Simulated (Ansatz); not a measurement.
# InH₃ (triplet): from Hartree-Fock to the top rungs at distance In1–H2 = 1.925 Å, def2-SVP

Aim: climb from Hartree-Fock through coupled cluster and multireference methods for InH₃ (triplet) at one geometry and basis, and see what each rung misses.

Program: Ansatz 0.2.0, Gaussian basis. Level of theory: def2-SVP, core rule «outside noble gas», up to 9 orbitals frozen. These are calculated values, not measurements.

Plan: UHF; CCSD(T) on ROHF; CCSD(T) on UHF; BCCD(T) on ROHF; CISD; CCSDT(Q) on ROHF; CCSDT(Q) on UHF; CASSCF and MRCISD+Q, 4 electrons in 4 orbitals; CASSCF and NEVPT2, 4 electrons in 4 orbitals; CASSCF and MRCISD+Q, 6 electrons in 7 orbitals; CASSCF and NEVPT2, 6 electrons in 7 orbitals; Full CI.

32 further runs of the same task are left out: 6 for a known fault of the program, 20 that didn't finish, 6 set aside as unsound or not needed.

### Step 1. The geometry

The geometry derives from a PBE0/def2-TZVP stationary point (not a proven minimum). One bond is set to the value named and the two fragments are kept rigid. No spin-orbit coupling is included. Elements past krypton take def2 core potentials.

4 atoms, charge 0, spin multiplicity 3.

Atoms are counted from 1 here; the program's logs count them from 0.

Bond lengths: In1–H2 1.925 Å, H3–H4 0.769 Å.

### Step 2. UHF

in.yaml

```yaml
crystal:
  periodic: [false, false, false]
  atoms:
    - {symbol: In, position_ang: [0.000000, 0.018436, -0.038266]}
    - {symbol: H, position_ang: [0.000000, -1.888847, -0.298836]}
    - {symbol: H, position_ang: [0.384545, -0.105638, 2.328938]}
    - {symbol: H, position_ang: [-0.384545, -0.105638, 2.328938]}
basis:
  gaussian: {orbitals: def2-SVP}
magnetization: {spin_polarized: true, initial_magnetization: 2}
hamiltonian: {xc: hf}
output: {orbitals: {seedname: orbitals}}
```

Command:

```
$ ansatz run in.yaml --threads 1 --pin off --events-out ev --progress --plain --max-ram 2393MiB
```

The runs that follow: CCSD(T) on ROHF; CCSD(T) on UHF; BCCD(T) on ROHF; CISD; CCSDT(Q) on ROHF; CCSDT(Q) on UHF; CASSCF and MRCISD+Q, 4 electrons in 4 orbitals; CASSCF and NEVPT2, 4 electrons in 4 orbitals; CASSCF and MRCISD+Q, 6 electrons in 7 orbitals; CASSCF and NEVPT2, 6 electrons in 7 orbitals; Full CI.

**Question.** What will the summary of the whole plan be? Wanted: FCI below the RHF energy; RMP2 from FCI; UMP2 from FCI; RCCSD from FCI; RCCSD(T) from FCI; UCCSD(T) from FCI; RCCSDT(Q) from FCI; UCCSDT(Q) from FCI; NEVPT2 pair from FCI.

The runs gave:

| quantity | value |
| --- | --- |
| FCI below the RHF energy | -2.4150 eV |
| RMP2 from FCI | +684.4 meV |
| UMP2 from FCI | +635.9 meV |
| RCCSD from FCI | +50.3 meV |
| RCCSD(T) from FCI | +12.4 meV |
| UCCSD(T) from FCI | -10.8 meV |
| RCCSDT(Q) from FCI | -2.3 meV |
| UCCSDT(Q) from FCI | -24.5 meV |
| NEVPT2 pair from FCI | +522.7 meV |
| MRCISD+Q pair from FCI | -7.7 meV |
| NEVPT2 valence from FCI | +367.7 meV |
| levels within 1 kcal/mol (43 meV) | UCCSD, RCCSD(T), UCCSD(T), BCCD(T), RCCSDT, UCCSDT, RCCSDT(Q), UCCSDT(Q), MRCISD+Q pair, MRCISD valence, MRCISD+Q valence |
| T1 diagnostic | 0.040 |
| effectively unpaired electrons | 2.03 |

**Reading.** RCCSD(T) misses by +12.4 meV, 0.5 % of the correlation energy. CCSD(T) misses by +12.4 meV on the restricted determinant and by -10.8 meV on the unrestricted one; the two need not hold the same state or core. UCCSD(T), UCCSDT, RCCSDT(Q), UCCSDT(Q), MRCISD+Q pair fall below full CI: unrestricted runs freeze a spin-polarised core, another one than full CI's, and coupled cluster isn't variational. One determinant dominates. Of the multireference levels listed MRCISD+Q valence comes nearest in total energy (-0.9 meV), which doesn't show that its space is the better one. These misses are within one basis, not against nature; the frozen cores of restricted and unrestricted runs differ, which can shift their rows.
